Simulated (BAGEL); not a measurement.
**GaNH3OF (SMILES [NH2][Ga]([OH])[F]): HF/STO-3G (density fitting with qzvpp-jkfit)**

Aim: the energy change on altering one bond length of GaNH3OF at HF/STO-3G (density fitting with qzvpp-jkfit), from 2 runs. 

Program for the calculation: BAGEL 1.2.2.

3 further runs of the same task are left out: 1 that didn't finish, 2 set aside as unsound or not needed.

**1. The system as given**

GaNH3OF has 7 atoms, charge 0, and is taken as a singlet. As SMILES, `[NH2][Ga]([OH])[F]`. The shape comes from GFN2-xTB, which is rough for such elements, and wasn't checked as a minimum. This is one conformer, not always the lowest.

Bond lengths: N1–Ga2 1.834 Å, Ga2–O3 1.734 Å, Ga2–F4 1.755 Å, N1–H5 1.016 Å, N1–H6 1.015 Å, O3–H7 0.959 Å. Angles: N1–Ga2–O3 124.7°, N1–Ga2–F4 120.1°, O3–Ga2–F4 115.1°, Ga2–N1–H5 114.5°, Ga2–N1–H6 113.5°, Ga2–O3–H7 118.9°, H5–N1–H6 109.6°.

**2. The energy at HF/STO-3G (density fitting with qzvpp-jkfit)**

input.json reads:

```json
{ "bagel": [

{
  "title": "molecule",
  "basis": "sto-3g",
  "df_basis": "qzvpp-jkfit",
  "angstrom": "true",
  "geometry": [
    { "atom": "N", "xyz": [   -0.851490,    1.158230,   -0.376200 ] },
    { "atom": "Ga", "xyz": [    0.088290,   -0.390130,   -0.089880 ] },
    { "atom": "O", "xyz": [    1.675530,   -0.467200,    0.604310 ] },
    { "atom": "F", "xyz": [   -0.564390,   -1.928440,   -0.626470 ] },
    { "atom": "H", "xyz": [   -1.859620,    1.039050,   -0.412920 ] },
    { "atom": "H", "xyz": [   -0.620660,    1.898260,    0.278580 ] },
    { "atom": "H", "xyz": [    2.132330,   -1.309770,    0.622580 ] }
  ]
},
{ "title": "hf" },
{ "title": "print", "file": "orbitals.molden", "orbitals": "true" }

]}
```

Launch:

```bash
$ BAGEL_NUM_THREADS=1 BAGEL input.json > input.out
```

The program printed:

```text
* using 1 threads per process

  ===============================================================
  ===============================================================

  *** Geometry ***

  { "atom" : "N", "xyz" : [     -1.609083,      2.188737,     -0.710915 ] },
  { "atom" : "Ga", "xyz" : [      0.166844,     -0.737239,     -0.169849 ] },
  { "atom" : "O", "xyz" : [      3.166293,     -0.882880,      1.141980 ] },
  { "atom" : "F", "xyz" : [     -1.066543,     -3.644223,     -1.183857 ] },
  { "atom" : "H", "xyz" : [     -3.514172,      1.963520,     -0.780306 ] },
  { "atom" : "H", "xyz" : [     -1.172877,      3.587192,      0.526440 ] },
  { "atom" : "H", "xyz" : [      4.029520,     -2.475107,      1.176506 ] },

  Number of auxiliary basis functions:      551

  Since a DF basis is specified, we compute 2- and 3-index integrals:
    o Being stored without compression. Storage requirement is 0.006 GB

  Number of basis functions:       36
  Number of electrons      :       58

    * METHOD: MOLECULE                             0.24

  *** RHF ***

  === Nuclear Repulsion ===
   295.7176864053

      * DIIS with orbital gradients will be used.

  === RHF iteration (sto-3g) ===
      0      -2128.16226649          0.01543973           0.05
      1      -2128.27261672          0.00436894           0.04
      2      -2128.28116092          0.00100094           0.04
      3      -2128.28208461          0.00035440           0.04
      4      -2128.28223099          0.00016511           0.05
      5      -2128.28227492          0.00005217           0.04
      6      -2128.28227988          0.00001975           0.04
      7      -2128.28228057          0.00000917           0.04
      8      -2128.28228073          0.00000370           0.04
      9      -2128.28228075          0.00000183           0.05
     10      -2128.28228076          0.00000073           0.05
     11      -2128.28228076          0.00000033           0.05
     12      -2128.28228076          0.00000017           0.04
     13      -2128.28228076          0.00000008           0.04
     14      -2128.28228076          0.00000004           0.05
     15      -2128.28228076          0.00000002           0.05
     16      -2128.28228076          0.00000001           0.04
    * SCF iteration converged.

    * Permanent dipole moment:
           (    0.161171,     0.026555,    -0.391731) a.u.

    * METHOD: HF                                   0.90

    * METHOD: PRINT                                0.00

  ===============================================================
```

Wall time 1.3 s (1 thread of Arm Neoverse V2, shared host).

**3. The distorted shape at the same level**

input.json reads:

```json
{ "bagel" : [

{
  "title" : "molecule",
  "basis" : "sto-3g",
  "df_basis" : "qzvpp-jkfit",
  "angstrom" : "true",
  "geometry" : [
    { "atom" : "N", "xyz" : [   -1.133447,    1.622776,   -0.462103 ] },
    { "atom" : "Ga", "xyz" : [    0.088290,   -0.390130,   -0.089880 ] },
    { "atom" : "O", "xyz" : [    1.675530,   -0.467200,    0.604310 ] },
    { "atom" : "F", "xyz" : [   -0.564390,   -1.928440,   -0.626470 ] },
    { "atom" : "H", "xyz" : [   -2.141577,    1.503596,   -0.498823 ] },
    { "atom" : "H", "xyz" : [   -0.902617,    2.362806,    0.192677 ] },
    { "atom" : "H", "xyz" : [    2.132330,   -1.309770,    0.622580 ] }
  ]
},
{
  "title" : "hf"
},
{
  "title" : "print",
  "file" : "orbitals.molden",
  "orbitals" : "true"
}

]}
```

Launch:

```bash
$ BAGEL_NUM_THREADS=1 BAGEL input.json > input.out
```

The program printed:

```text
* using 1 threads per process

  ===============================================================
  ===============================================================

  *** Geometry ***

  { "atom" : "N", "xyz" : [     -2.141904,      3.066602,     -0.873248 ] },
  { "atom" : "Ga", "xyz" : [      0.166844,     -0.737239,     -0.169849 ] },
  { "atom" : "O", "xyz" : [      3.166293,     -0.882880,      1.141980 ] },
  { "atom" : "F", "xyz" : [     -1.066543,     -3.644223,     -1.183857 ] },
  { "atom" : "H", "xyz" : [     -4.046994,      2.841385,     -0.942639 ] },
  { "atom" : "H", "xyz" : [     -1.705699,      4.465056,      0.364107 ] },
  { "atom" : "H", "xyz" : [      4.029520,     -2.475107,      1.176506 ] },

  Number of auxiliary basis functions:      551

  Since a DF basis is specified, we compute 2- and 3-index integrals:
    o Being stored without compression. Storage requirement is 0.006 GB

  Number of basis functions:       36
  Number of electrons      :       58

    * METHOD: MOLECULE                             0.24

  *** RHF ***

  === Nuclear Repulsion ===
   275.4106780840

      * DIIS with orbital gradients will be used.

  === RHF iteration (sto-3g) ===
      0      -2128.01311822          0.01859739           0.05
      1      -2128.14959774          0.00763928           0.04
      2      -2128.17304278          0.00136888           0.04
      3      -2128.17514127          0.00061189           0.04
      4      -2128.17563993          0.00030429           0.04
      5      -2128.17583985          0.00007869           0.04
      6      -2128.17585073          0.00003995           0.04
      7      -2128.17585388          0.00001867           0.04
      8      -2128.17585467          0.00000868           0.04
      9      -2128.17585482          0.00000433           0.04
     10      -2128.17585486          0.00000177           0.04
     11      -2128.17585486          0.00000094           0.04
     12      -2128.17585487          0.00000059           0.04
     13      -2128.17585487          0.00000035           0.04
     14      -2128.17585487          0.00000020           0.04
     15      -2128.17585487          0.00000011           0.04
     16      -2128.17585487          0.00000007           0.04
     17      -2128.17585487          0.00000004           0.04
     18      -2128.17585487          0.00000002           0.04
     19      -2128.17585487          0.00000001           0.04
     20      -2128.17585487          0.00000001           0.04
    * SCF iteration converged.

    * Permanent dipole moment:
           (    0.006199,     0.324286,    -0.477658) a.u.

    * METHOD: HF                                   1.06

    * METHOD: PRINT                                0.00

  ===============================================================
```

Run time: 1.5 s. Hardware: 1 thread of Arm Neoverse V2, shared host.

**4. Summary of results**

At HF/STO-3G (density fitting with qzvpp-jkfit):

```
                                                          quantity           value
                                         first shape: total energy  -2128.28228 Eh
                                        first shape: dipole moment          1.08 D
                                          first shape: HOMO energy        -7.69 eV
                                          first shape: LUMO energy         6.76 eV
                                        first shape: HOMO–LUMO gap        14.45 eV
                                     distorted shape: total energy  -2128.17585 Eh
                                    distorted shape: dipole moment          1.47 D
                                      distorted shape: HOMO energy        -7.00 eV
                                      distorted shape: LUMO energy         5.83 eV
                                    distorted shape: HOMO–LUMO gap        12.83 eV
energy change with the N1–Ga2 bond stretched from 1.834 to 2.384 Å        2.896 eV
```

What this shows: With the N1–Ga2 bond stretched from 1.834 to 2.384 Å the energy rises by 2.90 eV (279 kJ/mol). The first shape isn't relaxed at this level, so the change isn't measured from a minimum. The minimal basis adds a large error of its own.
